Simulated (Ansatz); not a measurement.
# CCSD/6-31G(d) (spherical functions) run of C6H7N (2-methylpyridine)

What is the energy change on altering one bond length of C6H7N (2-methylpyridine) at CCSD/6-31G* (spherical functions)? 

The results are computed with Ansatz 0.2.0.

41 further runs of the same task are left out: 41 set aside as unsound or not needed. Runs told in other sessions of the task aren't counted.

## 1. Starting point

C6H7N has 14 atoms, charge 0, and is taken as a singlet. SMILES: `Cc1ccccn1`. The coordinates come from a PBE0-D4/def2-TZVP relaxation.

Bond lengths: C1–C2 1.497 Å, C2–C3 1.395 Å, C3–C4 1.381 Å, C4–C5 1.387 Å, C5–C6 1.384 Å, C2–N7 1.331 Å, C6–N7 1.329 Å, C1–H8 1.093 Å, C1–H9 1.093 Å, C1–H10 1.089 Å, C3–H11 1.084 Å, C4–H12 1.084 Å, C5–H13 1.083 Å, C6–H14 1.087 Å. Some angles: C1–C2–C3 120.9°, C1–C2–N7 117.2°, C3–C2–N7 121.9°, C2–C3–C4 119.3°, C3–C4–C5 118.8°, C4–C5–C6 117.9°, C5–C6–N7 123.8°, C2–N7–C6 118.3°, C2–C1–H8 111.0°, C2–C1–H9 111.1°.

## 2. The energy at CCSD/6-31G(d) (spherical functions)

File in.yaml:

```yaml
crystal:
  periodic: [false, false, false]
  atoms:
    - {symbol: C, position_ang: [1.529800, 0.592680, 1.489460]}
    - {symbol: C, position_ang: [0.498030, 0.271780, 0.453520]}
    - {symbol: C, position_ang: [-0.041010, -1.010880, 0.352280]}
    - {symbol: C, position_ang: [-0.991540, -1.270440, -0.615810]}
    - {symbol: C, position_ang: [-1.381650, -0.242290, -1.460470]}
    - {symbol: C, position_ang: [-0.792430, 0.997860, -1.286300]}
    - {symbol: N, position_ang: [0.122980, 1.258300, -0.358040]}
    - {symbol: H, position_ang: [1.142630, 0.416360, 2.496660]}
    - {symbol: H, position_ang: [2.416390, -0.035590, 1.368570]}
    - {symbol: H, position_ang: [1.824010, 1.637250, 1.403360]}
    - {symbol: H, position_ang: [0.288340, -1.790270, 1.030440]}
    - {symbol: H, position_ang: [-1.423340, -2.260480, -0.711850]}
    - {symbol: H, position_ang: [-2.123160, -0.395570, -2.234860]}
    - {symbol: H, position_ang: [-1.069040, 1.831260, -1.926950]}
basis:
  gaussian:
    orbitals: 6-31G_st_-spherical.json
correlation:
  method: ccsd
  frozen_orbitals: {C: 1, H: 0, "N": 1}
accuracy: high
scf:
  omitted_lower_state_checks: [cluster_reference, increment]
```

The basis set 6-31G* is read from a file made from the Basis Set Exchange's data (not shown).

The run is started by

```
$ ansatz run in.yaml --threads 1 --pin off --max-ram 3480MiB --events-out events.jsonl --progress --plain --runs-dir runs
```

Log, cut to the lines that bear on the results:

```text
Warning: RAYON_NUM_THREADS=1 ignored (pool sized by the plan → 1); use --threads N
Functional definition: HF
  name "HF"
[...]
2828 factors; integrals over basis functions are off by at most 3.0e-9 eV
[...]
mean field -7775.23372366 eV, -285.7345691019 hartree, gradient 2.1e-8 eV, S^2 0.000000; 0 other end points of the search recorded, 0 dependent functions left out; unrestricted orbitals would lower it
7 core orbitals not correlated: weight in the atoms' cores, before any rotation towards them, 1.000 or more for the frozen orbitals, at most 0.000 for the correlated occupied ones
reference -7775.23372366 eV, -285.7345691019 hartree; 18, 18 occupied and 87, 87 virtual orbitals, 2828 factors
second order -24.72844540 eV of doubles, -0.00000000 eV of singles
cycle   1  -24.96597439 eV  change   -2.4e-1 eV  update   1.3e-1
[...]
cycle  23  -25.89892845 eV  change   -1.6e-9 eV  update  4.6e-10
Total energy: -7801.13265212 eV, -286.6863371677 hartree
Checks for a lower state left out: cluster_reference, increment
```

Run time: 30 s. Hardware: 1 thread of Intel Xeon 6975P-C (Granite Rapids), shared host; peak memory 1.2 GiB.

## 3. The distorted shape, same level

File run.yaml:

```yaml
crystal:
  periodic: [false, false, false]
  atoms:
    - {symbol: C, position_ang: [1.875255, 1.384746, 1.566295]}
    - {symbol: C, position_ang: [0.843485, 1.063846, 0.530355]}
    - {symbol: C, position_ang: [0.304445, -0.218814, 0.429115]}
    - {symbol: C, position_ang: [-0.646085, -0.478374, -0.538975]}
    - {symbol: C, position_ang: [-1.036195, 0.549776, -1.383635]}
    - {symbol: C, position_ang: [-0.446975, 1.789926, -1.209465]}
    - {symbol: "N", position_ang: [0.468435, 2.050366, -0.281205]}
    - {symbol: H, position_ang: [1.488085, 1.208426, 2.573495]}
    - {symbol: H, position_ang: [2.761845, 0.756476, 1.445405]}
    - {symbol: H, position_ang: [2.169465, 2.429316, 1.480195]}
    - {symbol: H, position_ang: [0.633795, -0.998204, 1.107275]}
    - {symbol: H, position_ang: [-1.423340, -2.260480, -0.711850]}
    - {symbol: H, position_ang: [-1.777705, 0.396496, -2.158025]}
    - {symbol: H, position_ang: [-0.723585, 2.623326, -1.850115]}
basis:
  gaussian:
    orbitals: 6-31G_st_-spherical.json
correlation:
  method: ccsd
  frozen_orbitals: {C: 1, H: 0, "N": 1}
accuracy: high
scf:
  omitted_lower_state_checks: [cluster_reference, increment]
```

The basis set 6-31G* is read from a file made from the Basis Set Exchange's data (not shown).

The run is started by

```
$ ansatz run run.yaml --threads 1 --pin off --max-ram 3480MiB --events-out events.jsonl --progress --plain --runs-dir runs
```

Log, cut to the lines that bear on the results:

```text
Warning: RAYON_NUM_THREADS=1 ignored (pool sized by the plan → 1); use --threads N
Functional definition: HF
  name "HF"
[...]
2829 factors; integrals over basis functions are off by at most 2.9e-9 eV
[...]
mean field -7771.04625049 eV, -285.5806823013 hartree, gradient 9.3e-9 eV, S^2 0.000000; 0 other end points of the search recorded, 0 dependent functions left out; unrestricted orbitals would lower it
7 core orbitals not correlated: weight in the atoms' cores, before any rotation towards them, 1.000 or more for the frozen orbitals, at most 0.000 for the correlated occupied ones
reference -7771.04625049 eV, -285.5806823013 hartree; 18, 18 occupied and 87, 87 virtual orbitals, 2829 factors
second order -25.34150916 eV of doubles, -0.00000000 eV of singles
cycle   1  -25.51167088 eV  change   -1.7e-1 eV  update   1.5e-1
[...]
cycle  25  -26.71551224 eV  change    1.4e-9 eV  update  5.2e-10
Total energy: -7797.76176274 eV, -286.5624592679 hartree
Checks for a lower state left out: cluster_reference, increment
```

Run time: 33 s. Hardware: 1 thread of Intel Xeon 6975P-C (Granite Rapids), shared host; peak memory 1.2 GiB.

## 4. Outcome

Level: CCSD/6-31G* (spherical functions), 7 core orbitals frozen.

```
                                                          quantity          value
                                         first shape: total energy  -286.68634 Eh
          first shape: correlation energy (7 core orbitals frozen)     -951.8 mEh
                                        first shape: T1 diagnostic          0.012
                                     distorted shape: total energy  -286.56246 Eh
      distorted shape: correlation energy (7 core orbitals frozen)     -981.8 mEh
                                    distorted shape: T1 diagnostic          0.014
energy change with the C4–H12 bond stretched from 1.084 to 1.952 Å       3.371 eV
```

One bond (distorted shape) is far stretched, which a spin-restricted single reference describes badly; a broken-symmetry solution may lie lower. With the C4–H12 bond stretched from 1.084 to 1.952 Å the energy rises by 3.37 eV (325 kJ/mol). The first shape isn't relaxed at this level, so the change isn't measured from a minimum. A restricted reference can't describe the breaking bond well at this length. The restricted solution (first shape) is unstable to spin breaking: an unrestricted one lies lower. The restricted solution (distorted shape) is unstable to spin breaking: an unrestricted one lies lower.
